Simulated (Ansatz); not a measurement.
## InAs, space group F-43m: an all-electron equation of state, step by step

Computed with the Ansatz DFT code, driven from Python.

At the Python prompt:
```pycon
>>> import warnings
>>> import ansatz
>>> from ase.eos import EquationOfState
>>> from ase.units import GPa
>>> import numpy as np
>>> vectors0 = np.array([
...     [0.0, 3.018, 3.018],
...     [3.018, 0.0, 3.018],
...     [3.018, 3.018, 0.0],
... ])
>>> sites = [
...     ('In', (0.0, 0.0, 0.0)),
...     ('As', (0.25, 0.25, 0.25)),
... ]
>>> def crystal_on(cell):
...     crystal = ansatz.Crystal(lattice=ansatz.Lattice.of(cell))
...     for symbol, position in sites:
...         crystal = crystal.atom(symbol, position)
...     return crystal
...
>>> warnings.simplefilter('ignore', ansatz.DeckWarning)
>>> volumes, energies = [], []
>>> for scale in np.linspace(0.92, 1.08, 5):
...     cell = vectors0 * scale ** (1 / 3)
...     calculation = (
...         crystal_on(cell).calculation()
...         .functional('pbesol')
...         .occupations('fermi_dirac', width=0.05)
...         .kpoints(6, 6, 6)
...         .pseudopotentials('all_electron', lapw=True)
...     )
...     report = calculation.run().report
...     volumes.append(abs(np.linalg.det(cell)) / len(sites))
...     energies.append(report['free_energy_ev'] / len(sites))
...     print(f'{scale:.3f} {volumes[-1]:9.4f} A^3/atom {energies[-1]:16.5f} eV/atom  (estimated basis error {1000 * report["lapw_basis_errors"]["total_ev_per_atom"]:.2f} meV/atom)')
...
0.920   25.2898 A^3/atom    -110727.31881 eV/atom  (estimated basis error 0.11 meV/atom)
0.960   26.3894 A^3/atom    -110727.36036 eV/atom  (estimated basis error 0.11 meV/atom)
1.000   27.4889 A^3/atom    -110727.38054 eV/atom  (estimated basis error 0.10 meV/atom)
1.040   28.5885 A^3/atom    -110727.38338 eV/atom  (estimated basis error 0.11 meV/atom)
1.080   29.6880 A^3/atom    -110727.37231 eV/atom  (estimated basis error 0.11 meV/atom)
>>> v0, e0, bulk = EquationOfState(volumes, energies, eos='birchmurnaghan').fit()
>>> print(f'V0 = {v0:.4f} A^3/atom, B0 = {bulk / GPa:.1f} GPa')
V0 = 28.2362 A^3/atom, B0 = 55.7 GPa
```

A third-order Birch-Murnaghan fit through the 5 points has its minimum at 28.24 Å³ an atom, 2.7 % above the typed cell, with a bulk modulus of 56 GPa and dB/dP = 4.5. From that minimum the energy rises by 65.3 meV an atom on the compressed side and 11.8 meV on the expanded side.

Reading the output:
- All-electron totals depend on functional, relativistic treatment and basis; only differences at equal settings carry meaning.
- The gap on the mesh is very small: a semilocal functional closes or nearly closes the gap of many narrow semiconductors.
- Of the deposited cell: the entry's cell lengths or inner coordinates differ somewhat from later room-temperature determinations.
- The starting cell is as deposited in a crystallographic database; the results hold for this polymorph, which needn't be the stable one.
- Run time: 75 s on 1 thread of Arm Neoverse V1, on a shared host, peak memory 0.39 GiB.
